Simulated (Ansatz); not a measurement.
# BeTl4: a short molecular-dynamics run

What does BeTl4 do over 30 steps of 1.5 fs under a Langevin thermostat at 900 K? The cell is an element-swapped structure of 10 atoms, taken as it stands, without a relaxation.

Program: Ansatz 0.2.0. Level of theory: DFT PBE, plane waves, PAW, scalar-relativistic, no spin polarisation. These are calculated values, not measurements.

## (1) Starting point

The cell holds 10 atoms (Be2Tl8): a = 6.888 Å, b = 6.888 Å, c = 6.888 Å, α = 106.80°, β = 106.80°, γ = 114.95°.

Structure file:

```
Tl Be
1.0
    -4.10674    4.10674    3.70323
     4.10674   -4.10674    3.70323
     4.10674    4.10674   -3.70323
Tl Be
8 2
Direct
  0.36100 0.80400 0.55700
  0.80400 0.74700 0.44300
  0.74700 0.80400 0.94300
  0.80400 0.36100 0.05700
  0.63900 0.19600 0.44300
  0.19600 0.63900 0.94300
  0.25300 0.19600 0.05700
  0.19600 0.25300 0.55700
  0.12500 0.87500 0.25000
  0.87500 0.12500 0.75000
```

## (2) Dynamics

input.yaml

```yaml
crystal:
  lattice:
    - [-4.106737, 4.106737, 3.703231]
    - [4.106737, -4.106737, 3.703231]
    - [4.106737, 4.106737, -3.703231]
  atoms:
    - { symbol: Tl, position: [0.361, 0.804, 0.557] }
    - { symbol: Tl, position: [0.804, 0.747, 0.443] }
    - { symbol: Tl, position: [0.747, 0.804, 0.943] }
    - { symbol: Tl, position: [0.804, 0.361, 0.057] }
    - { symbol: Tl, position: [0.639, 0.196, 0.443] }
    - { symbol: Tl, position: [0.196, 0.639, 0.943] }
    - { symbol: Tl, position: [0.253, 0.196, 0.057] }
    - { symbol: Tl, position: [0.196, 0.253, 0.557] }
    - { symbol: Be, position: [0.125, 0.875, 0.25] }
    - { symbol: Be, position: [0.875, 0.125, 0.75] }
kpoints:
  mp_grid: { grid: [3, 3, 3] }
magnetization:
  spin_polarized: false
scf:
  occupations: { method: gaussian, width: 0.1 }
hamiltonian:
  pseudopotentials: { kind: paw }
  xc: pbe
basis:
  ecutwfc: 420
md:
  timestep: 1.5
  n_steps: 30
  ensemble: nvt_langevin
  temperature: 900.0
  initial_velocities: maxwell_boltzmann
  seed: 458034
```

Launch:

```console
ansatz run input.yaml --threads 2 --pin off --max-ram 2560MiB --backend cpu --events-out ev --progress --plain --runs-dir out
```

What it wrote (excerpt; [...] marks lines left out):

```text
Warning: md: disabling space-group detection — thermal motion breaks the input geometry's symmetry, so no spatial operation reduces the k-mesh or symmetrises the density; time reversal is kept, so that k and −k are solved as one point where they differ and the mesh holds both, and exact [...]
Warning: RAYON_NUM_THREADS=2 ignored (pool sized by the plan → 2); use --threads N
[...]
Pseudopotentials: kind: paw
Pseudopotential: Tl, paw, valence charge 13, recommended cutoff 420 eV (normal), Tl.paw.azcp
Pseudopotential: Be, paw, valence charge 2, recommended cutoff 420 eV (normal), Be.paw.azcp
Functional definition: PBE
[...]
Crystal: 10 atoms, lattice volume = 249.824 Å³
Basis set: ecut = 420 eV, 4929 PW (Γ), exchange–correlation on 96×96×96 points (8 copies of the dense FFT grid, shifted against one another)
Bands: 65, of which v1, the nominal top of the filled ones, is band 54 counted from 1 (53 counted from 0)
Symmetry: 1 space group operations
k-points: 14 of 27 (time reversal used)
[...]
SCF iter   1: F=—  HF=-91735.075348 eV  |F-HF|=—  |Δ(HF+E_count)|=         —  Δρ=2.34e-3  dr2=4.24e-2  ethr=1.77e-3  ⟨swp⟩=7.4  Hψ=3755  notcnv=0  defer=1
[...]
md step     0: t =     0.00 fs  T =   810.0 K  F+E_penalty+E_count = -91735.06713505 eV  E_kin = 1.047006 eV  (7 SCF iters)
[...]
md step     7: t =    10.50 fs  T =  1026.1 K  F+E_penalty+E_count = -91735.12003328 eV  E_kin = 1.326320 eV  (4 SCF iters)
[...]
md step    14: t =    21.00 fs  T =   876.1 K  F+E_penalty+E_count = -91735.06028463 eV  E_kin = 1.132420 eV  (4 SCF iters)
[...]
md step    21: t =    31.50 fs  T =   842.8 K  F+E_penalty+E_count = -91735.11583423 eV  E_kin = 1.089388 eV  (4 SCF iters)
[...]
md step    28: t =    42.00 fs  T =  1128.0 K  F+E_penalty+E_count = -91735.21008970 eV  E_kin = 1.458079 eV  (4 SCF iters)
md step    29: t =    43.50 fs  T =  1068.9 K  F+E_penalty+E_count = -91735.21207191 eV  E_kin = 1.381696 eV  (4 SCF iters)
[...]
md step    30: t =    45.00 fs  T =   935.3 K  F+E_penalty+E_count = -91735.21220905 eV  E_kin = 1.208919 eV  (6 SCF iters)
SCF converged after 6 iterations
Free energy (F): -91735.212209 eV
[...]
E sigma→0 (E₀):  -91735.205515 eV
Entropy (-TS):   -0.013388 eV (-1.339 meV/atom)
Fermi energy:    10.272572 eV
[...]
--- Forces (eV/Å), atoms counted from 1 ---
  atom   1  Tl     0.11787689    -0.32822049    -0.16511553
  atom   2  Tl    -0.32245664    -0.02845753     0.07009119
  atom   3  Tl    -0.04497097     0.38159265    -0.83751210
  atom   4  Tl    -0.09938233    -0.15163170     0.18623363
  atom   5  Tl     0.10095167     0.68092095     0.15727314
  atom   6  Tl     0.05465413    -0.08474595     0.12795471
  atom   7  Tl    -0.01886333    -0.07561746     0.53555508
  atom   8  Tl    -0.46042880     0.04865546    -0.11860784
[...]
--- MD trajectory: 30 steps, t = 0.0 → 45.0 fs ---
  final state: T = 935.3 K   F+E_penalty+E_count = -91735.21220905 eV   E_kin = 1.208919 eV
```

Run time: 3.6 min. Hardware: 2 threads of Arm Neoverse V1, shared host; peak memory 0.69 GiB.

## (3) What the atoms did

The trajectory, every 3 steps (energies from step 0); msd is the mean square displacement from the start, the centre of mass held:

| time (fs) | T (K) | potential energy change (meV/atom) | msd Be (Å²) | msd Tl (Å²) |
| --- | --- | --- | --- | --- |
| 0.0 | 810 | 0.0 | 0.000 | 0.000 |
| 4.5 | 1047 | -4.3 | 0.004 | 0.000 |
| 9.0 | 1005 | -5.5 | 0.015 | 0.001 |
| 13.5 | 998 | -3.8 | 0.031 | 0.002 |
| 18.0 | 931 | -0.3 | 0.051 | 0.004 |
| 22.5 | 814 | 0.9 | 0.059 | 0.006 |
| 27.0 | 706 | -0.3 | 0.060 | 0.008 |
| 31.5 | 843 | -4.9 | 0.050 | 0.011 |
| 36.0 | 951 | -10.3 | 0.038 | 0.014 |
| 40.5 | 1057 | -13.9 | 0.030 | 0.017 |
| 45.0 | 935 | -14.5 | 0.027 | 0.021 |

time (fs), T (K) and a bar:
```
      0.0        810 #########
      1.5        832 ##########
      4.5       1047 ############################
      6.0        995 ########################
      7.5        983 #######################
     10.5       1026 ##########################
     12.0        994 ########################
     13.5        998 ########################
     15.0        985 #######################
     18.0        931 ###################
     19.5        898 ################
     21.0        876 ##############
     24.0        866 #############
     25.5        779 ######
     27.0        706 
     30.0        793 #######
     31.5        843 ###########
     33.0        929 ##################
     34.5        864 #############
     37.5       1043 ############################
     39.0       1043 ############################
     40.5       1057 #############################
     43.5       1069 ##############################
     45.0        935 ###################
```

Pair distribution over the second half of the run:

| r (Å) | g Tl–Be |
| --- | --- |
| 0.68 | 0.00 |
| 0.84 | 0.00 |
| 1.00 | 0.00 |
| 1.16 | 0.00 |
| 1.32 | 0.00 |
| 1.48 | 0.00 |
| 1.64 | 0.00 |
| 1.80 | 0.00 |
| 1.96 | 0.00 |
| 2.12 | 0.00 |
| 2.28 | 0.44 |
| 2.44 | 3.08 |
| 2.60 | 2.70 |

## (4) Frames from the trajectory

Positions (Å) and forces (eV/Å):

```xyz
10
Lattice="-4.107 4.107 3.703 4.107 -4.107 3.703 4.107 4.107 -3.703" Properties=species:S:1:pos:R:3:forces:R:3 pbc="T T T" time_fs=6.0 T=995 dE=-0.0509
Tl    4.111    0.468    2.237    0.045    0.242   -0.762
Tl    1.577    2.034    4.077   -0.323   -0.011   -0.662
Tl    4.112    3.640    2.268    0.021   -0.141   -0.831
Tl   -1.596    2.058    4.080    0.158   -0.022   -0.701
Tl   -0.005    3.635    1.463    0.032   -0.167    0.739
Tl    5.693    2.062   -0.392   -0.393   -0.020    0.773
Tl   -0.001    0.463    1.463    0.021    0.280    0.792
Tl    2.541    2.059   -0.385   -0.039   -0.005    0.702
Be    4.024   -2.021    2.812    0.327   -0.100   -0.040
Be   -0.056    6.170    0.954    0.152   -0.056   -0.011
10
Lattice="-4.107 4.107 3.703 4.107 -4.107 3.703 4.107 4.107 -3.703" Properties=species:S:1:pos:R:3:forces:R:3 pbc="T T T" time_fs=12.0 T=994 dE=-0.0471
Tl    4.115    0.472    2.228    0.084    0.204   -0.725
Tl    1.571    2.013    4.052   -0.456   -0.007   -0.531
Tl    4.119    3.641    2.288    0.031   -0.028   -0.829
Tl   -1.608    2.058    4.054    0.089   -0.032   -0.539
Tl   -0.013    3.626    1.472    0.071   -0.079    0.680
Tl    5.693    2.067   -0.382   -0.602   -0.048    0.700
Tl   -0.003    0.460    1.477    0.047    0.250    0.737
Tl    2.559    2.067   -0.368   -0.252   -0.014    0.608
Be    3.950   -1.988    2.841    0.634   -0.191   -0.114
Be   -0.127    6.165    0.968    0.355   -0.055    0.012
10
Lattice="-4.107 4.107 3.703 4.107 -4.107 3.703 4.107 4.107 -3.703" Properties=species:S:1:pos:R:3:forces:R:3 pbc="T T T" time_fs=16.5 T=945 dE=-0.0145
Tl    4.116    0.473    2.219    0.117    0.181   -0.686
Tl    1.566    1.998    4.032   -0.579   -0.007   -0.442
Tl    4.122    3.640    2.304    0.040    0.057   -0.832
Tl   -1.613    2.059    4.037    0.034   -0.044   -0.436
Tl   -0.017    3.615    1.479    0.096    0.009    0.625
Tl    5.693    2.070   -0.378   -0.778   -0.076    0.666
Tl   -0.005    0.455    1.488    0.058    0.217    0.696
Tl    2.571    2.069   -0.350   -0.366   -0.019    0.521
Be    3.904   -1.963    2.854    0.851   -0.259   -0.170
Be   -0.182    6.160    0.962    0.527   -0.059    0.058
10
Lattice="-4.107 4.107 3.703 4.107 -4.107 3.703 4.107 4.107 -3.703" Properties=species:S:1:pos:R:3:forces:R:3 pbc="T T T" time_fs=22.5 T=814 dE=0.0086
Tl    4.112    0.473    2.204    0.151    0.106   -0.612
Tl    1.560    1.982    4.005   -0.612   -0.010   -0.300
Tl    4.122    3.639    2.322    0.046    0.146   -0.859
Tl   -1.622    2.059    4.014    0.025   -0.066   -0.321
Tl   -0.026    3.606    1.491    0.108    0.126    0.535
Tl    5.693    2.080   -0.378   -0.942   -0.102    0.632
Tl   -0.007    0.449    1.500    0.049    0.213    0.661
Tl    2.581    2.073   -0.321   -0.462   -0.018    0.377
Be    3.868   -1.950    2.873    1.059   -0.280   -0.230
Be   -0.209    6.168    0.950    0.577   -0.115    0.115
10
Lattice="-4.107 4.107 3.703 4.107 -4.107 3.703 4.107 4.107 -3.703" Properties=species:S:1:pos:R:3:forces:R:3 pbc="T T T" time_fs=28.5 T=726 dE=-0.0146
Tl    4.103    0.475    2.186    0.161    0.022   -0.517
Tl    1.552    1.974    3.988   -0.514   -0.022   -0.161
Tl    4.121    3.635    2.339    0.037    0.217   -0.906
Tl   -1.636    2.055    3.991    0.045   -0.093   -0.208
Tl   -0.036    3.597    1.503    0.107    0.272    0.444
Tl    5.691    2.091   -0.377   -0.890   -0.109    0.558
Tl   -0.011    0.447    1.507    0.031    0.240    0.664
Tl    2.586    2.072   -0.291   -0.502   -0.006    0.241
Be    3.873   -1.948    2.886    1.042   -0.276   -0.248
Be   -0.204    6.197    0.955    0.484   -0.244    0.134
10
Lattice="-4.107 4.107 3.703 4.107 -4.107 3.703 4.107 4.107 -3.703" Properties=species:S:1:pos:R:3:forces:R:3 pbc="T T T" time_fs=33.0 T=929 dE=-0.0698
Tl    4.096    0.477    2.174    0.154   -0.033   -0.448
Tl    1.545    1.967    3.982   -0.431   -0.024   -0.073
Tl    4.121    3.632    2.346    0.018    0.266   -0.917
Tl   -1.644    2.049    3.973    0.044   -0.110   -0.107
Tl   -0.045    3.587    1.510    0.103    0.385    0.385
Tl    5.688    2.100   -0.371   -0.633   -0.105    0.446
Tl   -0.014    0.449    1.512    0.015    0.217    0.653
Tl    2.588    2.074   -0.265   -0.497    0.005    0.133
Be    3.916   -1.949    2.880    0.808   -0.281   -0.225
Be   -0.196    6.215    0.948    0.420   -0.319    0.152
10
Lattice="-4.107 4.107 3.703 4.107 -4.107 3.703 4.107 4.107 -3.703" Properties=species:S:1:pos:R:3:forces:R:3 pbc="T T T" time_fs=39.0 T=1043 dE=-0.1304
Tl    4.088    0.483    2.156    0.138   -0.159   -0.323
Tl    1.533    1.956    3.979   -0.349   -0.018    0.017
Tl    4.124    3.624    2.355   -0.014    0.329   -0.884
Tl   -1.647    2.046    3.952   -0.014   -0.130    0.038
Tl   -0.056    3.569    1.520    0.101    0.541    0.289
Tl    5.679    2.113   -0.363   -0.277   -0.096    0.283
Tl   -0.020    0.458    1.521   -0.008    0.066    0.598
Tl    2.586    2.081   -0.227   -0.472    0.024   -0.005
Be    3.990   -1.965    2.867    0.475   -0.237   -0.194
Be   -0.203    6.211    0.941    0.419   -0.318    0.182
10
Lattice="-4.107 4.107 3.703 4.107 -4.107 3.703 4.107 4.107 -3.703" Properties=species:S:1:pos:R:3:forces:R:3 pbc="T T T" time_fs=45.0 T=935 dE=-0.1451
Tl    4.080    0.486    2.134    0.118   -0.328   -0.165
Tl    1.520    1.948    3.979   -0.322   -0.028    0.070
Tl    4.121    3.610    2.364   -0.045    0.382   -0.838
Tl   -1.651    2.043    3.933   -0.099   -0.152    0.186
Tl   -0.063    3.552    1.534    0.101    0.681    0.157
Tl    5.664    2.128   -0.353    0.055   -0.085    0.128
Tl   -0.027    0.465    1.528   -0.019   -0.076    0.536
Tl    2.584    2.089   -0.191   -0.460    0.049   -0.119
Be    4.073   -2.001    2.846    0.173   -0.127   -0.159
Be   -0.235    6.207    0.942    0.500   -0.315    0.203
```

## (5) Results

```
                             quantity                           value
                               length              30 steps of 1.5 fs
     temperature, first and last step                   810 and 935 K
             temperature, second half  mean 909 K, from 706 to 1128 K
        potential energy, second half      -7 meV/atom from the start
mean square displacement, second half           Be 0.044, Tl 0.013 Å²
```

**Reading.** Against a set 900 K the second half averages 909 K, going from 814 to 935 K over that half. No atom gets farther than 0.28 Å from its start, with the drift of the whole removed, against a typical distance of 2.6 Å between sites at the start. A run of 45 fs with 10 atoms shows the motion but fixes no equilibrium value.
